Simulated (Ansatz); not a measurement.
**F2H4OSi2: basis-set convergence**

An exercise on one series of results from a longer session: the logs are not shown, and one member is left open.

Program: Ansatz 0.2.0, Gaussian basis. Level of theory: one geometry, several basis sets. These are calculated values, not measurements.

The runs, in order: PBE0-D4/def2-SVP; ωB97M-V/def2-SVP; PBE0-D4/def2-QZVPP; ωB97M-V/def2-QZVPP; the functionals' def2-TZVPP values are taken from earlier runs.

## The relaxed structure

An earlier PBE0-D4 in a triple-zeta def2 set relaxation fixed the geometry.

SMILES `O[SiH](F)[SiH2]F`, 9 atoms, charge 0, spin multiplicity 1.

Atoms are counted from 1 here; the program's logs count them from 0.

Bond lengths: O1–Si2 1.634 Å, O1–H6 0.959 Å, Si2–F3 1.601 Å, Si2–Si4 2.358 Å, Si2–H7 1.480 Å, Si4–F5 1.612 Å, Si4–H8 1.485 Å, Si4–H9 1.487 Å. Angles: Si2–O1–H6 118.4°, O1–Si2–F3 110.8°, O1–Si2–Si4 109.5°, O1–Si2–H7 106.2°, F3–Si2–Si4 107.8°, F3–Si2–H7 107.1°, Si4–Si2–H7 115.4°, Si2–Si4–F5 106.0°, Si2–Si4–H8 114.0°, Si2–Si4–H9 111.6°, F5–Si4–H8 108.1°, F5–Si4–H9 107.7°, H8–Si4–H9 109.2°.

Set-up of the first run:

Contents of in.yaml:

```yaml
crystal:
  periodic: [false, false, false]
  atoms:
    - {symbol: O, position_ang: [0.844256, 1.766691, -0.485036]}
    - {symbol: Si, position_ang: [0.969393, 0.137753, -0.453135]}
    - {symbol: F, position_ang: [0.986743, -0.459718, -1.938460]}
    - {symbol: Si, position_ang: [-0.894005, -0.772368, 0.668268]}
    - {symbol: F, position_ang: [-2.133896, 0.202580, 0.333755]}
    - {symbol: H, position_ang: [-0.014158, 2.154901, -0.665145]}
    - {symbol: H, position_ang: [2.284576, -0.163879, 0.153839]}
    - {symbol: H, position_ang: [-1.253017, -2.143889, 0.226622]}
    - {symbol: H, position_ang: [-0.701490, -0.768270, 2.142294]}
basis:
  gaussian: {orbitals: def2-SVP}
hamiltonian: {xc: pbe0, dispersion: d4}
output: {orbitals: {seedname: orbitals}}
```

Steps of the session up to this table: PBE0-D4 in def2-SVP; ωB97M-V in def2-SVP; PBE0-D4 in def2-QZVPP; ωB97M-V in def2-QZVPP.

One table of the session follows, with a row left open; its other results are not shown here.

It belongs to the step «Density functionals: the series». 

| functional | basis | HOMO (eV) |
| --- | --- | --- |
| PBE0-D4 | def2-SVP | ? |
| PBE0-D4 | def2-TZVPP | -8.25 |
| PBE0-D4 | def2-QZVPP | -8.28 |
| ωB97M-V | def2-SVP | -10.19 |
| ωB97M-V | def2-TZVPP | -10.33 |
| ωB97M-V | def2-QZVPP | -10.36 |

Estimate the missing values for PBE0-D4, def2-SVP.

**Answer.** HOMO (eV): -8.15. In the column «HOMO (eV)» it is the highest.
